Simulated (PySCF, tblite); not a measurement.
**C₆H₉AlF₂: geometry, infrared bands and NMR shifts**

What infrared bands and NMR shifts should C₆H₉AlF₂ (`[F][Al]([F])[C@H]1[C@@H]2CCC[C@@H]21`) show?

Programs: tblite 0.8.0 and PySCF 2.14.0, with density-fitted response routines of our own. Each step states its level of theory. These are calculated values for one molecule in the gas phase, unless marked as measured. Atoms are numbered from 0 throughout.

### 1 Starting geometry

18 atoms, charge 0, multiplicity 1; geometry from: force field or distance geometry start.

Bonds of the start (Å): F0–Al1 1.81, Al1–F2 1.82, Al1–C3 1.98, C3–C4 1.52, C4–C5 1.53, C5–C6 1.50, C6–C7 1.52, C7–C8 1.50, C8–C3 1.51, C8–C4 1.50, C3–H9 1.10, C4–H10 1.10, C5–H11 1.10, C5–H12 1.10, C6–H13 1.10, C6–H14 1.11, C7–H15 1.11, C7–H16 1.10, C8–H17 1.10.

### 2 Geometry optimisation with GFN2-xTB

The job: settings as JSON, then the geometry in Å.

```
{"job": {"kind": "relax", "xc": "GFN2-xTB", "basis": "xTB"}, "charge": 0, "multiplicity": 1}
F      3.453000     2.482700    -0.256800
Al     2.948300     0.750400    -0.160900
F      4.291000    -0.478800    -0.154000
C      1.110900     0.303600    -0.736100
C      0.373800    -0.859300    -0.096400
C     -0.911400    -1.312000    -0.785400
C     -2.012900    -0.436800    -0.252500
C     -1.299900     0.906500    -0.147600
C      0.075000     0.547100     0.335000
H      0.866800     0.508100    -1.788000
H      0.883700    -1.548700     0.586800
H     -1.076900    -2.377700    -0.553300
H     -0.818700    -1.151800    -1.873200
H     -2.844600    -0.350700    -0.968700
H     -2.317400    -0.799200     0.747200
H     -1.832300     1.543400     0.588400
H     -1.277700     1.442000    -1.110500
H      0.380500     0.837500     1.349500
```

On the command line:

```bash
$ OMP_NUM_THREADS=1 python probes_run.py task.json out
```

One launch serves the whole session: the jobs run in the order shown.

**Question.** This job is followed by: GFN2-xTB harmonic vibrations, gas phase; GIAO PBE0/pcSseg-1 NMR shielding, non-relativistic, gas phase. Predict these results of the whole session: strongest single infrared mode (GFN2-xTB); zero-point energy (GFN2-xTB); ¹³C shifts against TMS (PBE0/pcSseg-1, means over atoms taken as alike); ¹H shifts against TMS (PBE0/pcSseg-1, means over atoms taken as alike); ¹⁹F shifts against CFCl3 (PBE0/pcSseg-1, means over atoms taken as alike); ²⁷Al shifts against AlH4- (PBE0/pcSseg-1); surface potential, 1st and 99th percentile.

The runs gave:

| quantity | value |
| --- | --- |
| strongest single infrared mode (GFN2-xTB) | 780 cm⁻¹, 160 km/mol |
| zero-point energy (GFN2-xTB) | 86.9 kcal/mol |
| ¹³C shifts against TMS (PBE0/pcSseg-1, means over atoms taken as alike) | 36.7, 35.4, 26.8, 17.6 ppm |
| ¹H shifts against TMS (PBE0/pcSseg-1, means over atoms taken as alike) | 2.20, 2.15, 1.81, 1.58, 1.37, -1.18 ppm |
| ¹⁹F shifts against CFCl3 (PBE0/pcSseg-1, means over atoms taken as alike) | -170.2 ppm |
| ²⁷Al shifts against AlH4- (PBE0/pcSseg-1) | 28.4 ppm |
| surface potential, 1st and 99th percentile | -1.36 V and 3.68 V |

In words: The optimisation took 115 steps and gained 0.885 eV; among the close pairs (by a distance rule), Al1–F2 changed most, from 1.820 to 1.651 Å. No mode is imaginary among the 48: a minimum at this level. The strongest single mode, at 780 cm⁻¹, has its largest shares on Al1, F0, C3 and F2 (the list is cut at 4 atoms). Unscaled tight-binding wavenumbers are off by several per cent, some by more. Its intensities can rank the bands wrongly. At PBE0/pcSseg-1: Shielding is most anisotropic at F0, F2 (span 185 ppm, paramagnetic term -129 ppm). By nearest atom (PBE0/pcSseg-1), the HOMO sits on C3, C4, C8 about 19 % each; Al1 8 % and the LUMO on Al1 34 %; F0, F2 about 19 % each.
